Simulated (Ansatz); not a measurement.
**TaCo3: further runs on the relaxed cell**

This session takes TaCo3 and sets out to fit an equation of state.

Method: DFT PBEsol, scalar-relativistic, plane waves, PAW, in Ansatz 0.2.0.

## (1) The structure to begin with

It takes space group Pm-3m (No. 221, cubic). Conventional cell: a = 3.589 Å, b = 3.589 Å, c = 3.589 Å, α = 90.00°, β = 90.00°, γ = 90.00°. Around Ta (site symmetry m-3m) lie 12 Co at 2.54 Å. Co (site symmetry 4/mmm) has 4 Ta at 2.54 Å and 8 Co at 2.54 Å in its first shell of neighbours.

As a file:

```
Ta Co
1.0
     3.58901    0.00000    0.00000
     0.00000    3.58901    0.00000
     0.00000    0.00000    3.58901
Ta Co
1 3
Direct
  0.00000 0.00000 0.00000
  0.00000 0.50000 0.50000
  0.50000 0.00000 0.50000
  0.50000 0.50000 0.00000
```

It is the result of an earlier relaxation at this level (volume 11.56 Å³/atom; gap on the mesh: none (metal)).

## (2) The cell scaled to 0.97 of its volume

input.yaml

```yaml
crystal:
  lattice:
    - [3.5527583282, 0.0, 0.0]
    - [0.0, 3.5527583282, 0.0]
    - [0.0, 0.0, 3.5527583282]
  atoms:
    - { symbol: Ta, position: [0.0, 0.0, 0.0] }
    - { symbol: Co, position: [0.0, 0.5, 0.5] }
    - { symbol: Co, position: [0.5, 0.0, 0.5] }
    - { symbol: Co, position: [0.5, 0.5, 0.0] }
basis:
  ecutwfc: 420
kpoints:
  mp_grid: { grid: [12, 12, 12] }
hamiltonian:
  xc: pbesol
scf:
  occupations: { method: gaussian, width: 0.1 }
output:
  forces: true
  stress: true
  eigenvalues: true
```

Command:

```bash
$ ansatz run input.yaml --threads 1 --pin off --max-ram 2560MiB --backend cpu --events-out ev --progress --plain --runs-dir out
```

The log of the run (excerpt; [...] marks lines left out):

```text
Warning: RAYON_NUM_THREADS=1 ignored (pool sized by the plan → 1); use --threads N
[...]
Pseudopotentials: kind: paw
Pseudopotential: Ta, paw, valence charge 13, recommended cutoff 420 eV (normal), Ta.paw.azcp
Pseudopotential: Co, paw, valence charge 17, recommended cutoff 420 eV (normal), Co.paw.azcp
Functional definition: PBEsol
[...]
Crystal: 4 atoms, lattice volume = 44.843 Å³
Basis set: ecut = 420 eV, 895 PW (Γ), exchange–correlation on 48×48×48 points (8 copies of the dense FFT grid, shifted against one another)
Bands: 39, of which v1, the nominal top of the filled ones, is band 32 counted from 1 (31 counted from 0)
Symmetry: 48 space group operations
Space group: Pm-3m (ITA 221), of the structure as read, at distance tolerance 3.6e-5 Å
k-points: 84 of 1728
[...]
SCF iter   1: F=—  HF=-25086.576862 eV  |F-HF|=—  |Δ(HF+E_count)|=         —  Δρ=2.40e-2  dr2=1.54e-1  ethr=1.77e-3  ⟨swp⟩=5.9  Hψ=11402  notcnv=0
[...]
SCF iter   7: F=-25086.558449 eV  HF=-25086.558449 eV  |F-HF|=3.76e-9  |Δ(HF+E_count)|=   6.96e-8  Δρ=5.09e-6  dr2=5.37e-9  ethr=1.56e-10  ⟨swp⟩=8.2  Hψ=12343  notcnv=0
[...]
SCF converged after 7 iterations
Free energy (F): -25086.558449 eV
[...]
E sigma→0 (E₀):  -25086.550715 eV
Entropy (-TS):   -0.015469 eV (-3.867 meV/atom)
Fermi energy:    21.243739 eV
[...]
--- Forces (eV/Å), atoms counted from 1 ---
  atom   1  Ta     0.00000000    -0.00000000    -0.00000000
  atom   2  Co     0.00000000     0.00000000    -0.00000000
  atom   3  Co     0.00000000    -0.00000000    -0.00000000
  atom   4  Co     0.00000000     0.00000000    -0.00000000
[...]
--- Stress (GPa, compression-positive) ---
        8.880519       0.000000       0.000000
        0.000000       8.880519       0.000000
        0.000000       0.000000       8.880519
  P = ⅓ Tr σ = 8.8805 GPa (88.805 kbar)
--- Band table (eV; the first three rows and the last of 84) ---
[...]
```

It took 11 s on 1 thread of Arm Neoverse N1, shared host; peak memory 0.39 GiB.

## (3) The cell scaled to 1.03 of its volume

input.yaml: that of step 2 with these lines changed.

```diff
@@ -2,5 +2,5 @@
   lattice:
-    - [3.5527583282, 0.0, 0.0]
-    - [0.0, 3.5527583282, 0.0]
-    - [0.0, 0.0, 3.5527583282]
+    - [3.6245505662, 0.0, 0.0]
+    - [0.0, 3.6245505662, 0.0]
+    - [0.0, 0.0, 3.6245505662]
   atoms:
```

Command:

```bash
$ ansatz run input.yaml --threads 1 --pin off --max-ram 2560MiB --backend cpu --events-out ev --progress --plain --runs-dir out
```

The log of the run (excerpt; [...] marks lines left out):

```text
[...]
SCF converged after 7 iterations
Free energy (F): -25086.561869 eV
[...]
E sigma→0 (E₀):  -25086.553098 eV
Entropy (-TS):   -0.017542 eV (-4.385 meV/atom)
Fermi energy:    19.783856 eV
[...]
--- Forces (eV/Å), atoms counted from 1 ---
  atom   1  Ta    -0.00000000     0.00000000     0.00000000
  atom   2  Co     0.00000000    -0.00000000     0.00000000
  atom   3  Co    -0.00000000    -0.00000000    -0.00000000
  atom   4  Co     0.00000000     0.00000000    -0.00000000
[...]
--- Stress (GPa, compression-positive) ---
       -7.583846      -0.000000       0.000000
       -0.000000      -7.583846       0.000000
       -0.000000       0.000000      -7.583846
  P = ⅓ Tr σ = -7.5838 GPa (-75.838 kbar)
--- Band table (eV; the first three rows and the last of 84) ---
[...]
```

It took 14 s on 1 thread of Arm Neoverse N1, shared host; peak memory 0.4 GiB.

## (4) Volume × 0.94

input.yaml: that of step 3 with these lines changed.

```diff
@@ -2,5 +2,5 @@
   lattice:
-    - [3.6245505662, 0.0, 0.0]
-    - [0.0, 3.6245505662, 0.0]
-    - [0.0, 0.0, 3.6245505662]
+    - [3.5157477375, 0.0, 0.0]
+    - [0.0, 3.5157477375, 0.0]
+    - [0.0, 0.0, 3.5157477375]
   atoms:
```

Command:

```bash
$ ansatz run input.yaml --threads 1 --pin off --max-ram 2560MiB --backend cpu --events-out ev --progress --plain --runs-dir out
```

The log of the run (excerpt; [...] marks lines left out):

```text
[...]
SCF converged after 7 iterations
Free energy (F): -25086.437440 eV
[...]
E sigma→0 (E₀):  -25086.430167 eV
Entropy (-TS):   -0.014545 eV (-3.636 meV/atom)
Fermi energy:    22.040819 eV
[...]
--- Forces (eV/Å), atoms counted from 1 ---
  atom   1  Ta    -0.00000000     0.00000000     0.00000000
  atom   2  Co     0.00000000     0.00000000    -0.00000000
  atom   3  Co     0.00000000    -0.00000000    -0.00000000
  atom   4  Co     0.00000000     0.00000000     0.00000000
[...]
--- Stress (GPa, compression-positive) ---
       19.369172      -0.000000       0.000000
        0.000000      19.369172       0.000000
        0.000000       0.000000      19.369172
  P = ⅓ Tr σ = 19.3692 GPa (193.692 kbar)
--- Band table (eV; the first three rows and the last of 84) ---
[...]
```

Run time: 11 s. Hardware: 1 thread of Arm Neoverse N1, shared host; peak memory 0.39 GiB.

## (5) Point at V/V0 = 1.06

input.yaml: that of step 4 with these lines changed.

```diff
@@ -2,5 +2,5 @@
   lattice:
-    - [3.5157477375, 0.0, 0.0]
-    - [0.0, 3.5157477375, 0.0]
-    - [0.0, 0.0, 3.5157477375]
+    - [3.659404152, 0.0, 0.0]
+    - [0.0, 3.659404152, 0.0]
+    - [0.0, 0.0, 3.659404152]
   atoms:
@@ -22 +22,5 @@
   eigenvalues: true
+  write_density: true
+  write_potential: true
+  elf: true
+  volumetric_format: npy
```

Command:

```bash
$ ansatz run input.yaml --threads 1 --pin off --max-ram 2560MiB --backend cpu --events-out ev --progress --plain --runs-dir out
```

The log of the run (excerpt; [...] marks lines left out):

```text
[...]
SCF converged after 7 iterations
Free energy (F): -25086.467656 eV
[...]
E sigma→0 (E₀):  -25086.458344 eV
Entropy (-TS):   -0.018624 eV (-4.656 meV/atom)
Fermi energy:    19.114155 eV
[...]
--- Forces (eV/Å), atoms counted from 1 ---
  atom   1  Ta    -0.00000000    -0.00000000     0.00000000
  atom   2  Co     0.00000000     0.00000000     0.00000000
  atom   3  Co     0.00000000    -0.00000000     0.00000000
  atom   4  Co     0.00000000     0.00000000    -0.00000000
[...]
--- Stress (GPa, compression-positive) ---
      -14.005276       0.000000       0.000000
       -0.000000     -14.005276       0.000000
        0.000000       0.000000     -14.005276
  P = ⅓ Tr σ = -14.0053 GPa (-140.053 kbar)
--- Band table (eV; the first three rows and the last of 84) ---
[...]
```

Wall time 20 s (1 thread of Arm Neoverse N1, shared host); peak memory 0.4 GiB.

Density in a lattice plane of the grid's cell (edges 3.66 and 3.66 Å, at 0.000 of the third edge), which holds Ta and Co.

Ten even steps from ' ' (0.16 e/Å³) to '@' (47.38 e/Å³):
```
                                                
                                                
                                                
                                                
                                                
                                                
                      ......                    
                    ..------..                  
                  ..--**##**--..                
                  ::==%%@@%%==::                
                  ..--**##**--..                
                    ..------..                  
                      ......                    
                                                
                                                
                                                
                                                
                                                
                                                
                                                
```
Columns run along the first of these edges and rows up along the second, over one cell in 24 and 20 even steps from the bottom left corner. Atoms in the plane (fractional): Ta at (0.00, 0.00), Co at (0.50, 0.50).

ELF in the same plane.

Ten even steps from ' ' (0.00) to '@' (0.98):
```
..::==**##++--....::----------::....--++##**==::
==++**##**==::..::::----------::::..::==**##**++
######**++--::::::--------------::::::--++**####
****++==--::::::::::::::::::::::::::::::--==++**
----::::::::::::::::::......::::::::::::::::::--
........::::::::::::::::::::::::::::::::::......
....::::::::::::::--====++====--::::::::::::::..
::::------::::::--==**##%%##**==--::::::------::
--------::::..::--**%%@@@@@@%%**--::..::::------
--------::::..::==**@@@@@@@@@@**==::..::::------
--------::::..::--**%%@@@@@@%%**--::..::::------
::::------::::::--==**##%%##**==--::::::------::
....::::::::::::::--====++====--::::::::::::::..
........::::::::::::::::::::::::::::::::::......
----::::::::::::::::::......::::::::::::::::::--
****++==--::::::::::::::::::::::::::::::--==++**
######**++--::::::--------------::::::--++**####
==++**##**==::..::::----------::::..::==**##**++
..::==**##++--....::----------::....--++##**==::
    --**##++--....::----------::....--++##**--  
```
Columns run along the first of these edges and rows up along the second, over one cell in 24 and 20 even steps from the bottom left corner. Atoms in the plane (fractional): Ta at (0.00, 0.00), Co at (0.50, 0.50).

Both are smooth fields of the valence electrons: close to the nuclei they are not physical.

## (6) Volume × 0.91

input.yaml: that of step 5 with these lines changed.

```diff
@@ -2,5 +2,5 @@
   lattice:
-    - [3.659404152, 0.0, 0.0]
-    - [0.0, 3.659404152, 0.0]
-    - [0.0, 0.0, 3.659404152]
+    - [3.4779410682, 0.0, 0.0]
+    - [0.0, 3.4779410682, 0.0]
+    - [0.0, 0.0, 3.4779410682]
   atoms:
@@ -22,5 +22 @@
   eigenvalues: true
-  write_density: true
-  write_potential: true
-  elf: true
-  volumetric_format: npy
```

Command:

```bash
$ ansatz run input.yaml --threads 1 --pin off --max-ram 2560MiB --backend cpu --events-out ev --progress --plain --runs-dir out
```

The log of the run (excerpt; [...] marks lines left out):

```text
[...]
SCF converged after 7 iterations
Free energy (F): -25086.217721 eV
[...]
E sigma→0 (E₀):  -25086.210845 eV
Entropy (-TS):   -0.013753 eV (-3.438 meV/atom)
Fermi energy:    22.888480 eV
[...]
--- Forces (eV/Å), atoms counted from 1 ---
  atom   1  Ta    -0.00000000    -0.00000000     0.00000000
  atom   2  Co     0.00000000    -0.00000000    -0.00000000
  atom   3  Co     0.00000000    -0.00000000    -0.00000000
  atom   4  Co     0.00000000    -0.00000000     0.00000000
[...]
--- Stress (GPa, compression-positive) ---
       31.732744       0.000000       0.000000
        0.000000      31.732744       0.000000
        0.000000       0.000000      31.732744
  P = ⅓ Tr σ = 31.7327 GPa (317.327 kbar)
--- Band table (eV; the first three rows and the last of 84) ---
[...]
```

Run time: 11 s. Hardware: 1 thread of Arm Neoverse N1, shared host; peak memory 0.39 GiB.

## (7) Point at V/V0 = 1.10

input.yaml: that of step 6 with these lines changed.

```diff
@@ -2,5 +2,5 @@
   lattice:
-    - [3.4779410682, 0.0, 0.0]
-    - [0.0, 3.4779410682, 0.0]
-    - [0.0, 0.0, 3.4779410682]
+    - [3.7048672373, 0.0, 0.0]
+    - [0.0, 3.7048672373, 0.0]
+    - [0.0, 0.0, 3.7048672373]
   atoms:
```

Command:

```bash
$ ansatz run input.yaml --threads 1 --pin off --max-ram 2560MiB --backend cpu --events-out ev --progress --plain --runs-dir out
```

The log of the run (excerpt; [...] marks lines left out):

```text
Warning: RAYON_NUM_THREADS=1 ignored (pool sized by the plan → 1); use --threads N
[...]
[... 4 set-up lines as earlier in the session ...]
[...]
Crystal: 4 atoms, lattice volume = 50.853 Å³
Basis set: ecut = 420 eV, 1021 PW (Γ), exchange–correlation on 50×50×50 points (8 copies of the dense FFT grid, shifted against one another)
Bands: 39, of which v1, the nominal top of the filled ones, is band 32 counted from 1 (31 counted from 0)
[... 1 set-up line as earlier in the session ...]
Space group: Pm-3m (ITA 221), of the structure as read, at distance tolerance 3.7e-5 Å
k-points: 84 of 1728
[...]
SCF iter   1: F=—  HF=-25086.278790 eV  |F-HF|=—  |Δ(HF+E_count)|=         —  Δρ=2.36e-2  dr2=1.77e-1  ethr=1.77e-3  ⟨swp⟩=5.7  Hψ=10461  notcnv=0
[...]
SCF iter   7: F=-25086.263662 eV  HF=-25086.263662 eV  |F-HF|=2.21e-9  |Δ(HF+E_count)|=   4.13e-8  Δρ=2.53e-6  dr2=3.63e-9  ethr=1.56e-10  ⟨swp⟩=3.3  Hψ=12071  notcnv=0
[...]
SCF converged after 7 iterations
Free energy (F): -25086.263662 eV
[...]
E sigma→0 (E₀):  -25086.253612 eV
Entropy (-TS):   -0.020100 eV (-5.025 meV/atom)
Fermi energy:    18.276864 eV
[...]
--- Forces (eV/Å), atoms counted from 1 ---
  atom   1  Ta    -0.00000000     0.00000000    -0.00000000
  atom   2  Co     0.00000000     0.00000000    -0.00000000
  atom   3  Co     0.00000000    -0.00000000     0.00000000
  atom   4  Co     0.00000000     0.00000000    -0.00000000
[...]
--- Stress (GPa, compression-positive) ---
      -21.078465       0.000000       0.000000
        0.000000     -21.078465       0.000000
        0.000000       0.000000     -21.078465
  P = ⅓ Tr σ = -21.0785 GPa (-210.785 kbar)
--- Band table (eV; the first three rows and the last of 84) ---
[...]
```

Run time: 16 s. Hardware: 1 thread of Arm Neoverse N1, shared host; peak memory 0.4 GiB.

## (8) Volume × 0.88

input.yaml: that of step 7 with these lines changed.

```diff
@@ -2,5 +2,5 @@
   lattice:
-    - [3.7048672373, 0.0, 0.0]
-    - [0.0, 3.7048672373, 0.0]
-    - [0.0, 0.0, 3.7048672373]
+    - [3.4392940798, 0.0, 0.0]
+    - [0.0, 3.4392940798, 0.0]
+    - [0.0, 0.0, 3.4392940798]
   atoms:
```

Command:

```bash
$ ansatz run input.yaml --threads 1 --pin off --max-ram 2560MiB --backend cpu --events-out ev --progress --plain --runs-dir out
```

The log of the run (excerpt; [...] marks lines left out):

```text
Warning: RAYON_NUM_THREADS=1 ignored (pool sized by the plan → 1); use --threads N
[...]
[... 4 set-up lines as earlier in the session ...]
[...]
Crystal: 4 atoms, lattice volume = 40.683 Å³
Basis set: ecut = 420 eV, 799 PW (Γ), exchange–correlation on 48×48×48 points (8 copies of the dense FFT grid, shifted against one another)
Bands: 39, of which v1, the nominal top of the filled ones, is band 32 counted from 1 (31 counted from 0)
[... 1 set-up line as earlier in the session ...]
Space group: Pm-3m (ITA 221), of the structure as read, at distance tolerance 3.4e-5 Å
k-points: 84 of 1728
[...]
SCF iter   1: F=—  HF=-25085.906301 eV  |F-HF|=—  |Δ(HF+E_count)|=         —  Δρ=2.71e-2  dr2=1.73e-1  ethr=1.77e-3  ⟨swp⟩=5.7  Hψ=11426  notcnv=0
[...]
SCF iter   7: F=-25085.881648 eV  HF=-25085.881648 eV  |F-HF|=8.76e-9  |Δ(HF+E_count)|=   1.29e-7  Δρ=6.34e-6  dr2=1.50e-8  ethr=1.56e-10  ⟨swp⟩=8.7  Hψ=13272  notcnv=0
[...]
SCF converged after 7 iterations
Free energy (F): -25085.881648 eV
[...]
E sigma→0 (E₀):  -25085.875120 eV
Entropy (-TS):   -0.013058 eV (-3.264 meV/atom)
Fermi energy:    23.792096 eV
[...]
--- Forces (eV/Å), atoms counted from 1 ---
  atom   1  Ta    -0.00000000     0.00000000     0.00000000
  atom   2  Co     0.00000000     0.00000000    -0.00000000
  atom   3  Co     0.00000000    -0.00000000    -0.00000000
  atom   4  Co     0.00000000     0.00000000     0.00000000
[...]
--- Stress (GPa, compression-positive) ---
       46.321247       0.000000       0.000000
        0.000000      46.321247       0.000000
        0.000000       0.000000      46.321247
  P = ⅓ Tr σ = 46.3212 GPa (463.212 kbar)
--- Band table (eV; the first three rows and the last of 84) ---
[...]
```

Wall time 11 s (1 thread of Arm Neoverse N1, shared host); peak memory 0.38 GiB.

## (9) Fit of the equation of state

| volume (Å³/atom) | energy above the lowest point (meV/atom) | pressure (GPa) | gap on the mesh (eV) |
| --- | --- | --- | --- |
| 10.171 | 178.1 | 46.32 | 0.00 |
| 10.517 | 94.2 | 31.73 | 0.00 |
| 10.864 | 39.3 | 19.37 | 0.00 |
| 11.211 | 9.2 | 8.88 | 0.00 |
| 11.558 | 0.0 | -0.02 | 0.00 |
| 11.904 | 8.6 | -7.58 | 0.00 |
| 12.251 | 32.3 | -14.01 | 0.00 |
| 12.713 | 83.5 | -21.08 | 0.00 |

## (10) Results

| quantity | value |
| --- | --- |
| equilibrium volume of the fit | 11.55 Å³/atom |
| bulk modulus | 273 GPa |
| its pressure derivative | 4.4 |

**Reading.** The fit puts the minimum at 11.55 Å³/atom with B = 273 GPa and B' = 4.4. Spin-orbit coupling is left out for Ta. The final runs have no spin polarisation, so a magnetic state may lie lower.
